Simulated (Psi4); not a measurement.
**triplet InSiH4F at 4 levels**

We compute a comparison of 4 runs (UHF/3-21G, U-wB97X/def2-SVP, UDSD-PBEP86/def2-SVP, UPBE0/def2-SVP) of triplet InSiH4F. 

The calculation is run with Psi4 1.11.

2 further runs of the same task are left out: 2 set aside as unsound or not needed. Runs told in other sessions of the task aren't counted.

### Step 1. The molecule

The species is InSiH4F (7 atoms), meant as a triplet with charge 0. As SMILES of the parent species, `[F][InH][SiH3]`. Geometry: relaxed at PBE0-D4/def2-TZVP. That shape belongs to the parent species and isn't relaxed for this state.

Bond lengths: F1–In2 1.968 Å, In2–Si3 2.558 Å, In2–H4 1.714 Å, Si3–H5 1.486 Å, Si3–H6 1.486 Å, Si3–H7 1.487 Å. Angles: F1–In2–Si3 109.2°, F1–In2–H4 109.4°, Si3–In2–H4 141.4°, In2–Si3–H5 109.2°, In2–Si3–H6 109.1°, In2–Si3–H7 111.4°, H5–Si3–H6 109.2°, H5–Si3–H7 109.0°, H6–Si3–H7 109.0°.

### Step 2. Energy and gradient at UHF/3-21G (run 1)

The input, calc.py:

```python
import psi4

psi4.set_memory('2200 MB')
psi4.set_num_threads(1)
psi4.core.set_output_file('output.dat', False)

m = psi4.geometry("""
0 3
F     -0.37038632    -4.42195913     2.45437629
In    -1.42863295    -2.20134196    -0.33410358
Si     0.99777539     1.97117332    -0.05404617
H     -3.66191128    -3.71501259    -2.12650881
H      3.75299608     1.44734124    -0.20560220
H      0.42707810     3.20497551     2.40410958
H      0.28308097     3.71482362    -2.13803614
units au
symmetry c1
""")

psi4.set_options({
    'reference': 'uhf',
    'puream': True,
    'e_convergence': 1e-09,
    'd_convergence': 1e-08,
    'scf_type': 'pk',
    'maxiter': 100,
})

energy_value, wavefunction = psi4.gradient('scf/3-21G', return_wfn=True)
psi4.oeprop(wavefunction, 'WIBERG_LOWDIN_INDICES', 'MULLIKEN_CHARGES', 'QUADRUPOLE')
print('gradient / Eh bohr^-1')
print(energy_value.np.round(6))
print(f'energy = {wavefunction.energy():.10f} Eh')
```

Launch:

```bash
$ python calc.py
```

output.dat:

```text
[...]
  Running in c1 symmetry.
[...]
  Nuclear repulsion =  339.372987446637296
[...]
  Multiplicity = 3
[...]
  Nalpha       = 39
  Nbeta        = 37
[...]
    Number of basis functions: 61
[...]
   @UHF iter   1: -6102.67203951388365   -3.49377e+00   1.11749e-02 ADIIS/DIIS
[...]
   @UHF iter  20: -6103.19807338525425   -8.18545e-12   5.88036e-09 DIIS
[...]
   @S^2 Observed:                2.003757388E+00
[...]
  @UHF Final Energy: -6103.19807338525425
   => Energetics <=
    Nuclear Repulsion Energy =            339.3729874466372962
    One-Electron Energy =               -9110.5060181937788002
    Two-Electron Energy =                2667.9349573618865179
    Total Energy =                      -6103.1980733852551566
  UHF NO Occupations:
  HONO-2 :   37  A 1.9993971
  HONO-1 :   38  A 1.0000000
  HONO-0 :   39  A 1.0000000
  LUNO+0 :   40  A 0.0006029
  LUNO+1 :   41  A 0.0004588
[...]
  -Total Gradient:
     Atom            X                  Y                   Z
    ------   -----------------  -----------------  -----------------
       1       -0.001831368062    -0.016585664069     0.008642392700
       2        0.014922995349     0.056043314512    -0.018125615242
       3       -0.029200068846    -0.049499194324    -0.004051484063
       4        0.006293918721    -0.007581135028     0.012858207851
       5        0.001763012248     0.004525031758    -0.000423803948
       6        0.001994090123     0.004249289742    -0.000643919573
       7        0.006057420205     0.008848357230     0.001744221979
[...]
 Multipole Moments:
 ------------------------------------------------------------------------------------
     Multipole            Electronic (a.u.)      Nuclear  (a.u.)        Total (a.u.)
 ------------------------------------------------------------------------------------
 L = 1.  Multiply by 2.5417464519 to convert [e a0] to [Debye]
 Dipole X            :         -6.2309127            6.6960263            0.4651136
 Dipole Y            :         -9.4121937           11.5264395            2.1142459
 Dipole Z            :         -1.5798203            0.7677699           -0.8120505
 Magnitude           :                                                    2.3120969
 L = 2.  Multiply by 1.3450342976 to convert [e a0^2] to [Debye ang]
 Quadrupole XX       :       -134.1894474           98.3962573          -35.7931901
 Quadrupole XY       :       -127.2099200          129.9080602            2.6981403
[...]
  Mulliken Charges: (a.u.)
   Center  Symbol    Alpha    Beta     Spin     Total
       1     F     4.80035  4.72803  0.07232 -0.52837
       2    IN    24.73934 23.71590  1.02344  0.54476
       3    SI     7.14114  6.43330  0.70784  0.42556
       4     H     0.58965  0.51770  0.07195 -0.10735
       5     H     0.58720  0.52436  0.06285 -0.11156
       6     H     0.58827  0.52372  0.06454 -0.11199
       7     H     0.55405  0.55699 -0.00294 -0.11104
   Total alpha = 39.00000, Total beta = 37.00000, Total charge = -0.00000
  Wiberg Bond Indices using Orthogonal Lowdin Orbitals:
[...]
```

On the terminal:

```text
gradient / Eh bohr^-1
[[-0.001831 -0.016586  0.008642]
 [ 0.014923  0.056043 -0.018126]
 [-0.0292   -0.049499 -0.004051]
 [ 0.006294 -0.007581  0.012858]
 [ 0.001763  0.004525 -0.000424]
 [ 0.001994  0.004249 -0.000644]
 [ 0.006057  0.008848  0.001744]]
energy = -6103.1980733853 Eh
```

Wall time 2.2 s (1 thread of Intel Xeon 6975P-C (Granite Rapids), shared host); peak memory 0.21 GiB.

### Step 3. Energy and forces at U-wB97X/def2-SVP (core potential) (run 2)

The input, fh4insi.inp:

```
memory 2.2 GB

molecule mol {
  0 3
  F     -0.196000    -2.340000     1.298800
  In    -0.756000    -1.164900    -0.176800
  Si     0.528000     1.043100    -0.028600
  H     -1.937800    -1.965900    -1.125300
  H      1.986000     0.765900    -0.108800
  H      0.226000     1.696000     1.272200
  H      0.149800     1.965800    -1.131400
  symmetry c1
  no_reorient
  no_com
}

set {
  basis def2-SVP
  reference uks
  puream true
  e_convergence 1e-09
  d_convergence 1e-08
  scf_type pk
  dft_radial_points 99
  dft_spherical_points 590
  maxiter 100
}

gradient("wb97x")
```

Launch:

```bash
$ psi4 -i fh4insi.inp -o fh4insi.out -n 1
```

fh4insi.out:

```text
[...]
    !!!  WARNING: ECP capability is in beta. Please check occupations closely.  !!!
[...]
  Running in c1 symmetry.
[...]
  Nuclear repulsion =  168.681564706163954
[...]
  Multiplicity = 3
[...]
  Nalpha       = 25
  Nbeta        = 23
[...]
    Number of basis functions: 78
[...]
   @UKS iter   1:  -581.43611522304798   -1.41799e+00   6.64346e-03 ADIIS/DIIS
[...]
   @UKS iter  18:  -581.55267351013140   -2.41016e-11   9.73840e-09 DIIS
[...]
   @S^2 Observed:                2.010390192E+00
[...]
    Orbital Energies [Eh]
    ---------------------
    Alpha Occupied:
       1A    -66.187721     2A    -24.668331     3A     -5.455955
       4A     -4.795362     5A     -3.820189     6A     -3.813278
       7A     -3.812613     8A     -3.208387     9A     -3.201816
      10A     -3.201544    11A     -1.187753    12A     -0.904256
      13A     -0.898108    14A     -0.892287    15A     -0.886138
      16A     -0.883846    17A     -0.721602    18A     -0.560435
      19A     -0.504834    20A     -0.503670    21A     -0.475591
      22A     -0.458513    23A     -0.452289    24A     -0.420522
      25A     -0.204492
    Alpha Virtual:
[...]
  @UKS Final Energy:  -581.55267351013140
   => Energetics <=
    Nuclear Repulsion Energy =            168.6815647061639538
    One-Electron Energy =               -1213.5083550417102742
    Two-Electron Energy =                 498.9020521221802369
    DFT Exchange-Correlation Energy =     -35.6279352967653438
    Empirical Dispersion Energy =           0.0000000000000000
    VV10 Nonlocal Energy =                  0.0000000000000000
    Total Energy =                       -581.5526735101313989
  UHF NO Occupations:
  HONO-2 :   23  A 1.9966613
  HONO-1 :   24  A 1.0000000
[...]
 Multipole Moments:
 ------------------------------------------------------------------------------------
     Multipole            Electronic (a.u.)      Nuclear  (a.u.)        Total (a.u.)
 ------------------------------------------------------------------------------------
 L = 1.  Multiply by 2.5417464519 to convert [e a0] to [Debye]
 Dipole X            :         18.7484871          -18.5646695            0.1838176
 Dipole Y            :         55.2402263          -53.7772592            1.4629672
 Dipole Z            :        -12.9847131           12.2505276           -0.7341856
 Magnitude           :                                                    1.6471461
[...]
  -Total Gradient:
     Atom            X                  Y                   Z
    ------   -----------------  -----------------  -----------------
       1       -0.005777661700    -0.002453891133    -0.005618262241
       2        0.010990853792     0.018685709918     0.001561062489
       3       -0.010353740864    -0.019507576168    -0.000174438719
       4        0.000135006910    -0.008226849209     0.005610871324
       5       -0.002205324147     0.003666172222    -0.001323123089
       6        0.000996667848     0.001821580520    -0.003862717496
       7        0.005785563156     0.006004947081     0.003278652471
[...]
```

Wall time 23 s (1 thread of Intel Xeon 6975P-C (Granite Rapids), shared host); peak memory 0.99 GiB.

Run 3 isn't shown in full; the table further down has it.

### Step 4. Energy and forces at UPBE0/def2-SVP (core potential) (run 4)

The input, fh4insi.inp:

```
memory 2200 mb

molecule system {
  0 3
  F
  In 1 r2
  Si 2 r3 1 a3
  H 2 r4 1 a4 3 d4
  H 3 r5 2 a5 4 d5
  H 3 r6 5 a6 2 d6
  H 3 r7 5 a7 6 d7

  r2 = 1.967703
  r3 = 2.558492
  a3 = 109.21526
  r4 = 1.714032
  a4 = 109.3978
  d4 = -179.99118
  r5 = 1.486283
  a5 = 109.16118
  d5 = -120.91742
  r6 = 1.48646
  a6 = 109.17416
  d6 = 119.22393
  r7 = 1.486801
  a7 = 108.98082
  d7 = 118.89951
  symmetry c1
  no_reorient
  no_com
}

set {
  reference            uks
  puream               true
  e_convergence        1e-09
  d_convergence        1e-08
  scf_type             pk
  dft_radial_points    99
  dft_spherical_points 590
  maxiter              100
}

e_tot, wfn = gradient('pbe0/def2-SVP', return_wfn=True)
oeprop(wfn, 'MULLIKEN_CHARGES', 'DIPOLE', 'QUADRUPOLE')
```

Launch:

```bash
$ psi4 fh4insi.inp fh4insi.out -n 1
```

fh4insi.out:

```text
[...]
    !!!  WARNING: ECP capability is in beta. Please check occupations closely.  !!!
[...]
  Running in c1 symmetry.
[...]
  Nuclear repulsion =  168.681576215732264
[...]
  Multiplicity = 3
[...]
  Nalpha       = 25
  Nbeta        = 23
[...]
    Number of basis functions: 78
[...]
   @UKS iter   1:  -581.22776907907723   -1.03844e+00   6.30277e-03 DIIS/ADIIS
[...]
   @UKS iter  15:  -581.33272859125236   -2.50111e-12   8.64525e-09 DIIS
[...]
   @S^2 Observed:                2.005623350E+00
[...]
  @UKS Final Energy:  -581.33272859125236
   => Energetics <=
    Nuclear Repulsion Energy =            168.6815762157322638
    One-Electron Energy =               -1213.6533628819915975
    Two-Electron Energy =                 501.0599364372845912
    DFT Exchange-Correlation Energy =     -37.4208783622776409
    Empirical Dispersion Energy =           0.0000000000000000
    VV10 Nonlocal Energy =                  0.0000000000000000
    Total Energy =                       -581.3327285912523621
  UHF NO Occupations:
  HONO-2 :   23  A 1.9984897
  HONO-1 :   24  A 1.0000000
[...]
  -Total Gradient:
     Atom            X                  Y                   Z
    ------   -----------------  -----------------  -----------------
       1        0.000004269607     0.005927013898     0.007423404140
       2       -0.000064644799    -0.015894773906     0.003629127637
       3        0.000045997977     0.016813763949    -0.008184710270
       4       -0.000013036536     0.000949505066    -0.009082404483
       5       -0.003260043646     0.000096694144     0.004134201477
       6        0.003301463123     0.000179642185     0.004012771447
       7       -0.000013844380    -0.008093956250    -0.001813593852
[...]
 Multipole Moments:
 ------------------------------------------------------------------------------------
     Multipole            Electronic (a.u.)      Nuclear  (a.u.)        Total (a.u.)
 ------------------------------------------------------------------------------------
 L = 1.  Multiply by 2.5417464519 to convert [e a0] to [Debye]
 Dipole X            :          0.0013774           -0.0020385           -0.0006611
 Dipole Y            :         35.6473093          -36.4363587           -0.7890494
 Dipole Z            :          0.1712342            1.1375037            1.3087379
 Magnitude           :                                                    1.5281997
 L = 2.  Multiply by 1.3450342976 to convert [e a0^2] to [Debye ang]
 Quadrupole XX       :        -45.6142442           10.4807796          -35.1334646
 Quadrupole XY       :         -0.0064047            0.0033524           -0.0030523
[...]
  Mulliken Charges: (a.u.)
   Center  Symbol    Alpha    Beta     Spin     Total
       1     F     4.78087  4.62685  0.15402 -0.40772
       2    IN    10.90910  9.92325  0.98585  0.16765
       3    SI     7.13661  6.61058  0.52603  0.25281
       4     H     0.60329  0.36807  0.23522  0.02864
       5     H     0.52983  0.48274  0.04709 -0.01258
       6     H     0.53035  0.48243  0.04792 -0.01278
       7     H     0.50995  0.50607  0.00387 -0.01602
   Total alpha = 25.00000, Total beta = 23.00000, Total charge =  0.00000
    Psi4 run time: 0:00:17.25
```

It took 18 s on 1 thread of Intel Xeon 6975P-C (Granite Rapids), shared host; peak memory 0.96 GiB.

### Step 5. Overview of the runs

| run | level | core potential | integration grid | energy (Eh) | dipole moment (D) | HOMO energy (eV) | LUMO energy (eV) | wall time |
| --- | --- | --- | --- | --- | --- | --- | --- | --- |
| 1 | UHF/3-21G | none | – | -6103.198073 | 5.88 | -5.32 | -3.40 | 2.2 s |
| 2 | U-wB97X/def2-SVP (core potential) | def2 | 99 radial × 590 angular | -581.552674 | 4.19 | -5.56 | -4.48 | 23 s |
| 3 | UDSD-PBEP86/def2-SVP (core potential, density fitting for correlation) | def2 | 99 radial × 590 angular | -580.624310 | – | -5.18 | -4.42 | 13 s |
| 4 | UPBE0/def2-SVP (core potential) | def2 | 99 radial × 590 angular | -581.332729 | 3.88 | -3.91 | – | 18 s |

### Step 6. What came out

```
                                 quantity          value
                      run 4: total energy  -581.33273 Eh
                     run 4: dipole moment         3.88 D
run 4: HOMO energy (highest over α and β)       -3.91 eV
                              run 4: ⟨S²⟩          2.006
          run 4: largest force on an atom     0.962 eV/Å
```

Over runs 1, 2, 4 the dipole moment (its size) runs from 3.88 D (UPBE0/def2-SVP) to 5.88 D (UHF/3-21G). The two ends differ in method and basis and core potential. Totals of different functionals can't be ranked against each other. Some runs of one species differ in core potentials or relativity; totals across that change don't compare. In run 1 relativity is left out where basis or elements ask for it. All runs together took 56 s, the longest 23 s.
